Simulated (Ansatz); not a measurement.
Predict the output of the script below (Ansatz 0.2.0 through its Python package).

`sno2.xyz`
```text
6
Lattice="4.788004 0.0 0.0 0.0 4.866582 0.0 0.0 0.0 3.240898" Properties=species:S:1:pos:R:3 pbc="T T T"
Sn    2.39400200    2.43329100    1.62044900
Sn    0.00000000    0.00000000    0.00000000
O     1.39740291    1.56237722    0.00000000
O     3.79140491    0.87091378    1.62044900
O     0.99659909    3.99566822    1.62044900
O     3.39060109    3.30420478    0.00000000
```

`bands_sno2.py`:
```python
import warnings

import ansatz as az
import numpy as np
from pymatgen.core import Structure

warnings.simplefilter("ignore", az.DeckWarning)

sno2 = az.Crystal.from_extxyz("sno2.xyz")

path = [
    ("G", (0.0, 0.0, 0.0)),
    ("X", (0.5, 0.0, 0.0)),
    ("S", (0.5, 0.5, 0.0)),
    ("Y", (0.0, 0.5, 0.0)),
    ("G", (0.0, 0.0, 0.0)),
]
calculation = (
    sno2.calculation()
    .kpoints(4, 4, 6)
    .occupations("fixed")
    .functional("r2scan")
    .band_structure([point for _, point in path], intervals=10)
    .scf(extra_bands=10)
)
with warnings.catch_warnings(record=True) as caught:
    warnings.simplefilter("always")
    res = calculation.run(threads=1)
print("warnings raised:", sorted(w.category.__name__ for w in caught) or "none")
data = res.report

for key in ("converged", "n_iterations", "n_electrons", "n_kpoints", "n_pw", "n_symmetry_ops", "free_energy_ev", "fermi_energy_ev"):
    print(f"{key:18s} {data[key]}")

final = Structure(res.lattice.cell_ang, [s.symbol for s in res.lattice.sites], [s.position_frac for s in res.lattice.sites])
for index, (site, neighbours) in enumerate(zip(final, final.get_all_neighbors(5.5))):
    first = min(n.nn_distance for n in neighbours)
    shell = [n for n in neighbours if n.nn_distance < 1.15 * first]
    mean = sum(n.nn_distance for n in shell) / len(shell)
    print(f"atom {index} {site.specie.symbol}: {len(shell)} neighbours within 1.15 of the shortest distance, mean {mean:.3f} A")

bands = res.band_structure()
fermi = bands.fermi_energy_ev
print(f"zero of the bands: {fermi:.3f} eV, the Fermi level found on the SCF mesh")
levels = bands.channels[0].eigenvalues_ev - fermi
filled = round(data["n_electrons"]) // 2
valence, conduction = levels[:, filled - 1], levels[:, filled]
print("k (fractions)              top valence  bottom conduction (eV)")
for k, lo, hi in zip(bands.kpoints_frac, valence, conduction):
    print(f"{k[0]:7.3f} {k[1]:7.3f} {k[2]:7.3f} {lo:12.3f} {hi:13.3f}")
print(f"on this path: least direct gap {np.min(conduction - valence):.3f} eV, least gap {conduction.min() - valence.max():.3f} eV")
```

Output of `python bands_sno2.py`:
```text
warnings raised: ['DeckWarning']
converged          True
n_iterations       7
n_electrons        52.0
n_kpoints          36
n_pw               1931
n_symmetry_ops     8
free_energy_ev     -14352.328595665495
fermi_energy_ev    8.217775203794902
atom 0 Sn: 6 neighbours within 1.15 of the shortest distance, mean 2.094 A
atom 1 Sn: 6 neighbours within 1.15 of the shortest distance, mean 2.094 A
atom 2 O: 3 neighbours within 1.15 of the shortest distance, mean 2.094 A
atom 3 O: 3 neighbours within 1.15 of the shortest distance, mean 2.094 A
atom 4 O: 3 neighbours within 1.15 of the shortest distance, mean 2.094 A
atom 5 O: 3 neighbours within 1.15 of the shortest distance, mean 2.094 A
zero of the bands: 8.218 eV, the Fermi level found on the SCF mesh
k (fractions)              top valence  bottom conduction (eV)
  0.000   0.000   0.000        0.000         1.398
  0.050   0.000   0.000       -0.002         1.471
  0.100   0.000   0.000       -0.013         1.667
  0.150   0.000   0.000       -0.039         1.946
  0.200   0.000   0.000       -0.081         2.275
  0.250   0.000   0.000       -0.136         2.634
  0.300   0.000   0.000       -0.202         3.009
  0.350   0.000   0.000       -0.271         3.391
  0.400   0.000   0.000       -0.339         3.772
  0.450   0.000   0.000       -0.400         4.146
  0.500   0.000   0.000       -0.451         4.504
  0.500   0.050   0.000       -0.460         4.517
  0.500   0.100   0.000       -0.486         4.555
  0.500   0.150   0.000       -0.526         4.613
  0.500   0.200   0.000       -0.573         4.686
  0.500   0.250   0.000       -0.623         4.765
  0.500   0.300   0.000       -0.671         4.843
  0.500   0.350   0.000       -0.712         4.913
  0.500   0.400   0.000       -0.744         4.968
  0.500   0.450   0.000       -0.764         5.004
  0.500   0.500   0.000       -0.771         5.016
  0.450   0.500   0.000       -0.765         5.006
  0.400   0.500   0.000       -0.749         4.979
  0.350   0.500   0.000       -0.724         4.938
  0.300   0.500   0.000       -0.694         4.887
  0.250   0.500   0.000       -0.662         4.831
  0.200   0.500   0.000       -0.631         4.777
  0.150   0.500   0.000       -0.604         4.729
  0.100   0.500   0.000       -0.583         4.691
  0.050   0.500   0.000       -0.570         4.667
  0.000   0.500   0.000       -0.566         4.658
  0.000   0.450   0.000       -0.551         4.293
  0.000   0.400   0.000       -0.523         3.908
  0.000   0.350   0.000       -0.477         3.511
  0.000   0.300   0.000       -0.407         3.109
  0.000   0.250   0.000       -0.318         2.712
  0.000   0.200   0.000       -0.222         2.331
  0.000   0.150   0.000       -0.132         1.980
  0.000   0.100   0.000       -0.060         1.684
  0.000   0.050   0.000       -0.015         1.475
  0.000   0.000   0.000        0.000         1.398
on this path: least direct gap 1.398 eV, least gap 1.398 eV
```

Notes:
- Absolute energies stand on the zero of these potentials, so only differences at equal settings mean something. A total without «per atom» is that of the cell as typed.
- Semilocal gaps usually lie well under measured ones.
- Under fixed occupations the level called the Fermi level is the highest filled one on the SCF mesh; off the mesh a filled band can lie a little above it.
- The zero of the levels is a convention of the potentials, so an absolute Fermi energy is no work function.
- The structure comes from a database of computed cells and needn't be a stable or known phase.
- Gaps and levels are Kohn-Sham values on a finite set of k-points, without spin-orbit coupling.
- Hardware and time: 13 s on 1 thread of Intel(R) Xeon(R) Processor @ 2.30GHz, on a shared host, peak memory 0.67 GiB.
